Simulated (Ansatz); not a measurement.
# ZnH3O+ (SMILES [OH2+][ZnH]): one structure at several levels

A test off equilibrium: a structure displaced at random from a GFN2-xTB minimum is computed at several levels, and each is set against CCSD(T).

Computed with Ansatz 0.2.0, Gaussian basis. Level: single points in def2-TZVPP.

Correlated methods freeze the cores. The 3s and 3p shells of Cu and Zn are frozen; filled d shells are correlated.

### 1 Starting geometry

SMILES `[OH2+][ZnH]`, 5 atoms, charge 1, spin multiplicity 1.

Atoms are counted from 1 here; the program's logs count them from 0.

Bond lengths: O1–Zn2 1.936 Å, O1–H3 0.958 Å, O1–H4 1.021 Å, Zn2–H5 1.517 Å. Angles: Zn2–O1–H3 126.3°, Zn2–O1–H4 126.6°, H3–O1–H4 107.0°, O1–Zn2–H5 176.4°.

Coordinates:

```xyz
5
H3OZn
O    -0.3690   -0.7306    0.1717
Zn    0.5287    0.9550   -0.1470
H    -1.2364   -0.8456    0.5608
H    -0.0447   -1.6560   -0.1130
H     1.2977    2.2501   -0.3312
```

### 2 CCSD(T)/def2-TZVPP

Contents of run/in.yaml:

```yaml
crystal:
  periodic: [false, false, false]
  atoms:
    - {symbol: O, position_ang: [-0.369000, -0.730600, 0.171700]}
    - {symbol: Zn, position_ang: [0.528700, 0.955000, -0.147000]}
    - {symbol: H, position_ang: [-1.236400, -0.845600, 0.560800]}
    - {symbol: H, position_ang: [-0.044700, -1.656000, -0.113000]}
    - {symbol: H, position_ang: [1.297700, 2.250100, -0.331200]}
basis:
  gaussian: {orbitals: def2-TZVPP}
total_charge: 1
correlation: {method: ccsd_t, frozen_orbitals: {H: 0, O: 1, Zn: 9}}
output: {forces: true}
```

The command line of these runs was not kept.

### 3 PBE0-D4/def2-TZVPP

run/in.yaml: that of step 2 with these lines changed.

```diff
@@ -11,3 +11,3 @@
 total_charge: 1
-correlation: {method: ccsd_t, frozen_orbitals: {H: 0, O: 1, Zn: 9}}
-output: {forces: true}
+hamiltonian: {xc: pbe0, dispersion: d4}
+output: {forces: true, orbitals: {seedname: orbitals}}
```

### 4 wB97M-V/def2-TZVPP

run/in.yaml: that of step 3 with these lines changed.

```diff
@@ -11,3 +11,3 @@
 total_charge: 1
-hamiltonian: {xc: pbe0, dispersion: d4}
-output: {forces: true, orbitals: {seedname: orbitals}}
+hamiltonian: {xc: {name: wB97M-V}}
+output: {forces: true}
```

### 5 r2SCAN-D4/def2-TZVPP

run/in.yaml: that of step 4 with these lines changed.

```diff
@@ -11,3 +11,3 @@
 total_charge: 1
-hamiltonian: {xc: {name: wB97M-V}}
+hamiltonian: {xc: r2scan, dispersion: d4}
 output: {forces: true}
```

### 6 PBE-D4/def2-TZVPP

run/in.yaml: that of step 5 with these lines changed.

```diff
@@ -11,3 +11,3 @@
 total_charge: 1
-hamiltonian: {xc: r2scan, dispersion: d4}
+hamiltonian: {xc: pbe, dispersion: d4}
 output: {forces: true}
```

### 7 HSE06-D4/def2-TZVPP

run/in.yaml: that of step 6 with these lines changed.

```diff
@@ -11,3 +11,3 @@
 total_charge: 1
-hamiltonian: {xc: pbe, dispersion: d4}
+hamiltonian: {xc: hse06, dispersion: d4}
 output: {forces: true}
```

### 8 B97M-V/def2-TZVPP

run/in.yaml: that of step 7 with these lines changed.

```diff
@@ -11,3 +11,3 @@
 total_charge: 1
-hamiltonian: {xc: hse06, dispersion: d4}
+hamiltonian: {xc: {name: B97M-V}}
 output: {forces: true}
```

(Steps that only read results are left out.)

What does the calculation give? Wanted: energy less free atoms, CCSD(T)/def2-TZVPP; RMS force component; RMS force error; HOMO and LUMO, PBE0-D4; T1 diagnostic.

**Answer**, as computed:

| quantity | value |
| --- | --- |
| energy less free atoms, CCSD(T)/def2-TZVPP | -512.0 kJ/mol |
| RMS force component | 0.807 to 0.903 eV/Å over the methods |
| RMS force error | PBE0-D4 0.050, wB97M-V 0.040, r2SCAN-D4 0.075, PBE-D4 0.208, HSE06-D4 0.051, B97M-V 0.083 eV/Å |
| HOMO and LUMO, PBE0-D4 | -14.74 and -6.84 eV |
| T1 diagnostic | 0.015 |

Against CCSD(T) the functionals' energies less atoms differ by -26.2 to +5.0 kJ/mol, PBE-D4 by -13.4 kJ/mol. The reference is not at the basis limit: in triple zeta CCSD(T) underbinds, which counts against methods that bind more; the gaps are no ranking. On forces the order runs from wB97M-V to PBE-D4. Frozen-core CCSD(T) forces in triple zeta carry basis errors of their own, and this is one geometry, so small gaps rank nothing.
